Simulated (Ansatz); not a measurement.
## Molecular dynamics of Ag$_{6}$HAu$_{6}$

input.yaml

```yaml
accuracy: low
crystal:
  lattice:
    - [5.870333, 0.0, 0.0]
    - [-4.40275, 7.625787, 0.0]
    - [0.0, 0.0, 4.696905]
  atoms:
    - { symbol: Ag, position: [-0.00576713, 0.02892605, 0.54246417] }
    - { symbol: Au, position: [0.33159689, 0.10670562, 0.0001603] }
    - { symbol: Ag, position: [0.02632055, 0.33423699, 0.45777075] }
    - { symbol: Au, position: [0.34804107, 0.42870259, -0.03292733] }
    - { symbol: Ag, position: [0.01631679, 0.64187179, 0.43118908] }
    - { symbol: Au, position: [0.29054367, 0.71236942, -0.06257943] }
    - { symbol: Ag, position: [0.53477781, 0.00122095, 0.53782048] }
    - { symbol: Au, position: [0.81553215, 0.12653799, 0.04453255] }
    - { symbol: Ag, position: [0.51727523, 0.3549086, 0.4158907] }
    - { symbol: Au, position: [0.79346265, 0.42899572, -0.0798832] }
    - { symbol: Ag, position: [0.57920388, 0.69774627, 0.50884071] }
    - { symbol: Au, position: [0.82513428, 0.82272517, 0.03825367] }
    - { symbol: H, position: [0.17403213, 0.87877344, 0.96987395] }
basis:
  ecutwfc: 420.0
kpoints:
  mp_grid: { grid: [3, 2, 3] }
hamiltonian:
  xc: lda
scf:
  occupations: { method: fermi_dirac, width: 0.05 }
  lower_state_search: "off"
md:
  timestep: 0.5
  n_steps: 300
  ensemble: nvt_nose_hoover
  temperature: 1680.0
  initial_velocities: maxwell_boltzmann
  seed: 840937
  nose_hoover: { tau: 100.0, chain_length: 1 }
```

Launched with:

```bash
$ ansatz run input.yaml --threads 4 --pin off --max-ram 10240MiB --backend cpu --events-out ev --progress --plain --runs-dir out
```

It goes on from the last frame of an earlier run, with new velocities.

Output, in part (step lines):

```
md step     0: t =     0.00 fs  T =  1680.0 K  F+E_penalty+E_count = -121951.84158844 eV  E_kin = 2.605882 eV  conserved = -121949.23570686 eV  (10 SCF iters)
md step     1: t =     0.50 fs  T =  1670.7 K  F+E_penalty+E_count = -121951.82732941 eV  E_kin = 2.591523 eV  conserved = -121949.23580679 eV  (8 SCF iters)
md step     2: t =     1.00 fs  T =  1655.0 K  F+E_penalty+E_count = -121951.80294766 eV  E_kin = 2.567067 eV  conserved = -121949.23588187 eV  (8 SCF iters)
md step     3: t =     1.50 fs  T =  1632.5 K  F+E_penalty+E_count = -121951.76805758 eV  E_kin = 2.532171 eV  conserved = -121949.23588997 eV  (8 SCF iters)
md step     4: t =     2.00 fs  T =  1603.8 K  F+E_penalty+E_count = -121951.72339820 eV  E_kin = 2.487623 eV  conserved = -121949.23578562 eV  (8 SCF iters)
md step     5: t =     2.50 fs  T =  1570.4 K  F+E_penalty+E_count = -121951.67144679 eV  E_kin = 2.435931 eV  conserved = -121949.23553786 eV  (4 SCF iters)
md step     6: t =     3.00 fs  T =  1535.5 K  F+E_penalty+E_count = -121951.61679592 eV  E_kin = 2.381683 eV  conserved = -121949.23515403 eV  (3 SCF iters)
md step     7: t =     3.50 fs  T =  1503.0 K  F+E_penalty+E_count = -121951.56595293 eV  E_kin = 2.331325 eV  conserved = -121949.23469839 eV  (3 SCF iters)
[... lines left out ...]
md step   298: t =   149.00 fs  T =  2212.6 K  F+E_penalty+E_count = -121951.68121132 eV  E_kin = 3.431971 eV  conserved = -121949.23499040 eV  (3 SCF iters)
md step   299: t =   149.50 fs  T =  2215.6 K  F+E_penalty+E_count = -121951.67853865 eV  E_kin = 3.436600 eV  conserved = -121949.23501424 eV  (2 SCF iters)
md step   300: t =   150.00 fs  T =  2217.7 K  F+E_penalty+E_count = -121951.67461225 eV  E_kin = 3.439920 eV  conserved = -121949.23504738 eV  (8 SCF iters)
```

The steps, from the saved trajectory:

```json
{"time (fs)": "0", "T (K)": "1680", "potential energy less start (eV)": "0.000", "conserved less start (meV/atom)": "0.00"}
{"time (fs)": "5", "T (K)": "1463", "potential energy less start (eV)": "0.338", "conserved less start (meV/atom)": "0.13"}
{"time (fs)": "10", "T (K)": "1668", "potential energy less start (eV)": "0.021", "conserved less start (meV/atom)": "0.02"}
{"time (fs)": "15", "T (K)": "1585", "potential energy less start (eV)": "0.150", "conserved less start (meV/atom)": "0.03"}
{"time (fs)": "20", "T (K)": "1450", "potential energy less start (eV)": "0.362", "conserved less start (meV/atom)": "0.06"}
{"time (fs)": "25", "T (K)": "1383", "potential energy less start (eV)": "0.471", "conserved less start (meV/atom)": "0.05"}
{"time (fs)": "30", "T (K)": "1336", "potential energy less start (eV)": "0.549", "conserved less start (meV/atom)": "0.05"}
{"time (fs)": "35", "T (K)": "1313", "potential energy less start (eV)": "0.592", "conserved less start (meV/atom)": "0.06"}
{"time (fs)": "40", "T (K)": "1252", "potential energy less start (eV)": "0.696", "conserved less start (meV/atom)": "0.06"}
{"time (fs)": "45", "T (K)": "1196", "potential energy less start (eV)": "0.793", "conserved less start (meV/atom)": "0.05"}
{"time (fs)": "50", "T (K)": "1145", "potential energy less start (eV)": "0.886", "conserved less start (meV/atom)": "0.07"}
{"time (fs)": "55", "T (K)": "1230", "potential energy less start (eV)": "0.770", "conserved less start (meV/atom)": "0.05"}
{"time (fs)": "60", "T (K)": "1285", "potential energy less start (eV)": "0.706", "conserved less start (meV/atom)": "0.06"}
{"time (fs)": "65", "T (K)": "1296", "potential energy less start (eV)": "0.710", "conserved less start (meV/atom)": "0.05"}
{"time (fs)": "70", "T (K)": "1255", "potential energy less start (eV)": "0.800", "conserved less start (meV/atom)": "0.06"}
{"time (fs)": "75", "T (K)": "1183", "potential energy less start (eV)": "0.938", "conserved less start (meV/atom)": "0.06"}
{"time (fs)": "80", "T (K)": "1121", "potential energy less start (eV)": "1.061", "conserved less start (meV/atom)": "0.06"}
{"time (fs)": "85", "T (K)": "1077", "potential energy less start (eV)": "1.159", "conserved less start (meV/atom)": "0.06"}
{"time (fs)": "90", "T (K)": "1073", "potential energy less start (eV)": "1.196", "conserved less start (meV/atom)": "0.06"}
{"time (fs)": "95", "T (K)": "1100", "potential energy less start (eV)": "1.188", "conserved less start (meV/atom)": "0.06"}
{"time (fs)": "100", "T (K)": "1164", "potential energy less start (eV)": "1.128", "conserved less start (meV/atom)": "0.06"}
{"time (fs)": "105", "T (K)": "1261", "potential energy less start (eV)": "1.023", "conserved less start (meV/atom)": "0.06"}
{"time (fs)": "110", "T (K)": "1382", "potential energy less start (eV)": "0.887", "conserved less start (meV/atom)": "0.06"}
{"time (fs)": "115", "T (K)": "1516", "potential energy less start (eV)": "0.737", "conserved less start (meV/atom)": "0.06"}
{"time (fs)": "120", "T (K)": "1656", "potential energy less start (eV)": "0.584", "conserved less start (meV/atom)": "0.06"}
{"time (fs)": "125", "T (K)": "1784", "potential energy less start (eV)": "0.457", "conserved less start (meV/atom)": "0.06"}
{"time (fs)": "130", "T (K)": "1892", "potential energy less start (eV)": "0.364", "conserved less start (meV/atom)": "0.06"}
{"time (fs)": "135", "T (K)": "2011", "potential energy less start (eV)": "0.257", "conserved less start (meV/atom)": "0.06"}
{"time (fs)": "140", "T (K)": "2107", "potential energy less start (eV)": "0.186", "conserved less start (meV/atom)": "0.06"}
{"time (fs)": "145", "T (K)": "2173", "potential energy less start (eV)": "0.161", "conserved less start (meV/atom)": "0.06"}
{"time (fs)": "150", "T (K)": "2218", "potential energy less start (eV)": "0.167", "conserved less start (meV/atom)": "0.05"}
```

All steps were run. The conserved energy stayed within 0.13 meV per atom of its start (net change 0.051 meV per atom), so the integration is sound. A run of 0.15 ps of so small a system gives no equilibrium averages. Limits of this set-up: coarse k mesh, odd electron count without spin, a small cell, in which the defect meets its images, low accuracy level.

Mean squared displacements from the first frame to the last, about the centre of mass: Ag 0.22 Å², Au 0.11 Å², H 3.44 Å².

Last frame:

```xyz
13
Lattice="5.8703 0.0000 0.0000 -4.4028 7.6258 0.0000 0.0000 0.0000 4.6969" Properties=species:S:1:pos:R:3
Ag 0.258 -0.001 2.469
Au 1.585 0.685 0.086
Ag -1.497 3.014 1.975
Au -0.031 3.366 -0.251
Ag -2.837 5.243 2.117
Au -1.655 5.851 -0.045
Ag 3.511 0.006 2.318
Au 4.546 0.961 -0.069
Ag 1.436 2.344 2.210
Au 2.872 3.071 -0.180
Ag -0.099 5.022 2.232
Au 1.082 6.140 0.176
H -3.193 4.940 4.085
```

Run time: 15 min on 4 threads of AMD EPYC 7R13 Processor (Zen 3), with other jobs on the host, peak memory 1.3 GiB.
